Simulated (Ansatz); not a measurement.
**BrH2InO2: a ladder of functionals and wavefunction methods**

An exercise on one series of results from a longer session: the logs are not shown, and one member is left open.

Method: functionals in def2-TZVPP, the program's frozen cores in correlated methods; program: Ansatz 0.2.0, Gaussian basis.

The runs, in order: LDA (SPW92), PBE-D4, revPBE-D4, BLYP-D4, r2SCAN-D4, B97M-V, PBE0-D4, B3LYP-D4, r2SCANh-D4, r2SCAN0-D4, HSE06-D4, BHLYP-D4, CAM-B3LYP-D4, LC-ωPBE, ωB97X-V, ωB97M-V, B2PLYP, PBE-QIDH; CCSD(T)/def2-SVP; CCSD(T)/def2-TZVPP; MP2/def2-QZVPP; extrapolation to the limit; RPA on PBE.

## The geometry

An earlier PBE0-D4 in a triple-zeta def2 set relaxation fixed the geometry. In takes the def2 core potential; no spin-orbit term is included.

SMILES `[OH][In]([OH])[Br]`, 6 atoms, charge 0, spin multiplicity 1.

Atoms are counted from 1 here; the program's logs count them from 0.

Bond lengths: O1–In2 1.974 Å, O1–H5 0.961 Å, In2–O3 1.974 Å, In2–Br4 2.428 Å, O3–H6 0.961 Å. Angles: In2–O1–H5 112.8°, O1–In2–O3 121.8°, O1–In2–Br4 119.1°, O3–In2–Br4 119.1°, In2–O3–H6 112.8°.

Coordinates:

```
O    -1.06855    1.30611   -0.50678
In   -0.26767   -0.46497   -0.16406
O     1.48556   -0.66073    0.72106
Br   -1.47249   -2.45803   -0.85036
H    -0.51382    2.03071   -0.20605
H     1.87896    0.18270    0.95999
```

The first run:

Contents of in.yaml:

```yaml
crystal:
  periodic: [false, false, false]
  atoms:
    - {symbol: O, position_ang: [-1.068550, 1.306113, -0.506780]}
    - {symbol: In, position_ang: [-0.267668, -0.464965, -0.164058]}
    - {symbol: O, position_ang: [1.485561, -0.660731, 0.721059]}
    - {symbol: Br, position_ang: [-1.472485, -2.458034, -0.850356]}
    - {symbol: H, position_ang: [-0.513817, 2.030715, -0.206052]}
    - {symbol: H, position_ang: [1.878959, 0.182703, 0.959987]}
basis:
  gaussian: {orbitals: def2-TZVPP}
hamiltonian: {xc: lda}
output: {orbitals: {seedname: orbitals}}
```

Steps of the session up to this table: LDA; PBE-D4 (GGA); revPBE-D4 (GGA); BLYP-D4 (GGA); r2SCAN-D4 (meta-GGA); B97M-V (meta-GGA); PBE0-D4 (hybrid); B3LYP-D4 (hybrid); r2SCANh-D4 (hybrid); r2SCAN0-D4 (hybrid); HSE06-D4 (hybrid); BHLYP-D4 (hybrid); CAM-B3LYP-D4 (range-separated); LC-ωPBE-D4 (range-separated; the results give it without D4); ωB97X-V (range-separated); ωB97M-V (range-separated); B2PLYP (double hybrid); PBE-QIDH (double hybrid).

One of the session's tables, all rows but one given; the rest of the session is left out.

It belongs to the step «Frontier levels by functional». 

| functional | HOMO (eV) | LUMO (eV) | gap (eV) |
| --- | --- | --- | --- |
| LDA (SPW92) | -7.40 | -3.47 | 3.93 |
| PBE-D4 | -7.20 | -3.15 | 4.05 |
| revPBE-D4 | -7.11 | -3.02 | 4.09 |
| BLYP-D4 | -7.05 | -3.13 | 3.92 |
| r2SCAN-D4 | -7.53 | -2.93 | 4.60 |
| B97M-V | -7.57 | -3.00 | 4.57 |
| PBE0-D4 | -8.54 | -2.27 | 6.27 |
| B3LYP-D4 | -8.27 | -2.61 | 5.66 |
| r2SCANh-D4 | -8.02 | -2.61 | 5.41 |
| r2SCAN0-D4 | -8.76 | -2.14 | 6.63 |
| HSE06-D4 | -8.14 | -2.64 | 5.50 |
| BHLYP-D4 | -9.71 | -1.45 | 8.26 |
| CAM-B3LYP-D4 | ? | ? | ? |
| LC-ωPBE | -11.27 | -0.03 | 11.24 |
| ωB97X-V | -10.91 | -0.22 | 10.69 |
| ωB97M-V | -10.79 | -0.39 | 10.40 |

**Question.** Estimate the row for CAM-B3LYP-D4.

**Answer.** HOMO (eV): -9.89; LUMO (eV): -1.36; gap (eV): 8.52. In the column «HOMO (eV)» it lies between ωB97M-V (-10.79) and BHLYP-D4 (-9.71).
